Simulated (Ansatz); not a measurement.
# C₂H₉BGe: a ladder of functionals and wavefunction methods

One table from this session's results is given with a row withheld; the runs are named, their logs left out.

The runs use Ansatz 0.2.0, Gaussian basis; functionals in def2-TZVPP, the program's frozen cores in correlated methods.

Levels to be run: PBE-D4, r2SCAN-D4, PBE0-D4, B3LYP-D4, ωB97X-V, ωB97M-V, B2PLYP; CCSD(T)/def2-TZVPP; MP2/def2-QZVPP; extrapolation to the limit.

## Structure used throughout

An earlier PBE0-D4 in a triple-zeta def2 set relaxation fixed the geometry.

SMILES `C[BH][GeH2][CH3]`, 13 atoms, charge 0, spin multiplicity 1.

Atoms are counted from 1 here; the program's logs count them from 0.

Bond lengths: C1–B2 1.550 Å, C1–H5 1.091 Å, C1–H6 1.105 Å, C1–H7 1.093 Å, B2–Ge3 2.068 Å, B2–H8 1.202 Å, Ge3–C4 1.963 Å, Ge3–H9 1.550 Å, Ge3–H10 1.547 Å, C4–H11 1.090 Å, C4–H12 1.091 Å, C4–H13 1.091 Å. Angles: B2–C1–H5 116.2°, B2–C1–H6 103.6°, B2–C1–H7 114.1°, H5–C1–H6 106.5°, H5–C1–H7 110.2°, H6–C1–H7 105.0°, C1–B2–Ge3 123.9°, C1–B2–H8 118.5°, Ge3–B2–H8 117.4°, B2–Ge3–C4 113.4°, B2–Ge3–H9 107.7°, B2–Ge3–H10 112.5°, C4–Ge3–H9 107.8°, C4–Ge3–H10 108.9°, H9–Ge3–H10 106.1°, Ge3–C4–H11 110.5°, Ge3–C4–H12 110.0°, Ge3–C4–H13 110.5° and more.

Coordinates:

```mol
C2H9BGe
  3D, bonds by distance, orders not assigned

 13 12  0  0  0  0  0  0  0  0999 V2000
   -1.1214    1.9719   -0.7558 C   0  0
   -0.9652    0.5899   -0.0716 B   0  0
    0.8559   -0.2369    0.4546 Ge  0  0
    0.8965   -2.1939    0.3072 C   0  0
   -0.2419    2.3538   -1.2764 H   0  0
   -1.3100    2.6593    0.0883 H   0  0
   -2.0054    2.0579   -1.3934 H   0  0
   -1.9574   -0.0065    0.2509 H   0  0
    1.1307    0.1329    1.9342 H   0  0
    2.0316    0.3518   -0.3599 H   0  0
    1.8518   -2.5834    0.6602 H   0  0
    0.0966   -2.6302    0.9070 H   0  0
    0.7586   -2.5011   -0.7304 H   0  0
  1  2  8  0
  2  3  8  0
  3  4  8  0
  1  5  8  0
  1  6  8  0
  1  7  8  0
  2  8  8  0
  3  9  8  0
  3 10  8  0
  4 11  8  0
  4 12  8  0
  4 13  8  0
M  END
```

The first run:

Contents of in.yaml:

```yaml
crystal:
  periodic: [false, false, false]
  atoms:
    - {symbol: C, position_ang: [-1.121372, 1.971898, -0.755816]}
    - {symbol: B, position_ang: [-0.965240, 0.589858, -0.071627]}
    - {symbol: Ge, position_ang: [0.855903, -0.236932, 0.454582]}
    - {symbol: C, position_ang: [0.896538, -2.193869, 0.307224]}
    - {symbol: H, position_ang: [-0.241885, 2.353825, -1.276400]}
    - {symbol: H, position_ang: [-1.309977, 2.659285, 0.088306]}
    - {symbol: H, position_ang: [-2.005404, 2.057948, -1.393449]}
    - {symbol: H, position_ang: [-1.957383, -0.006536, 0.250899]}
    - {symbol: H, position_ang: [1.130661, 0.132892, 1.934169]}
    - {symbol: H, position_ang: [2.031572, 0.351827, -0.359926]}
    - {symbol: H, position_ang: [1.851808, -2.583389, 0.660218]}
    - {symbol: H, position_ang: [0.096609, -2.630216, 0.906987]}
    - {symbol: H, position_ang: [0.758572, -2.501092, -0.730367]}
basis:
  gaussian: {orbitals: def2-TZVPP}
hamiltonian: {xc: pbe, dispersion: d4}
output: {forces: true, orbitals: {seedname: orbitals}}
```

On the command line:

```sh
ansatz run in.yaml --threads 4 --pin off --events-out ev --progress --plain --max-ram 10444MiB
```

Among the steps run: PBE-D4 (GGA); r2SCAN-D4 (meta-GGA); PBE0-D4 (hybrid); B3LYP-D4 (hybrid); ωB97X-V (range-separated); ωB97M-V (range-separated); B2PLYP (double hybrid); CCSD(T) in def2-TZVPP; MP2 in def2-QZVPP.

One table of the session follows, with a row left open; its other results are not shown here.

```
            method  atomisation energy (eV)
            PBE-D4                   46.790
         r2SCAN-D4                   46.673
           PBE0-D4                   46.524
          B3LYP-D4                   46.509
           ωB97X-V                   46.616
           ωB97M-V                        ?
            B2PLYP                   46.035
     HF/def2-TZVPP                   35.714
    MP2/def2-TZVPP                   45.674
   CCSD/def2-TZVPP                   45.197
CCSD(T)/def2-TZVPP                   45.642
           MP2/CBS                   46.498
       CCSD(T)/CBS                   46.465
```

Q: Estimate the row for ωB97M-V from the others.

As computed: atomisation energy (eV): 46.474. In the column «atomisation energy (eV)» it lies between CCSD(T)/CBS (46.465) and MP2/CBS (46.498).

Limits of these values: Free atoms (2 C, 1 B, 1 Ge, 9 H) were run apart at each level; the atomisation energy is their sum less the molecule, without zero-point or spin-orbit terms.
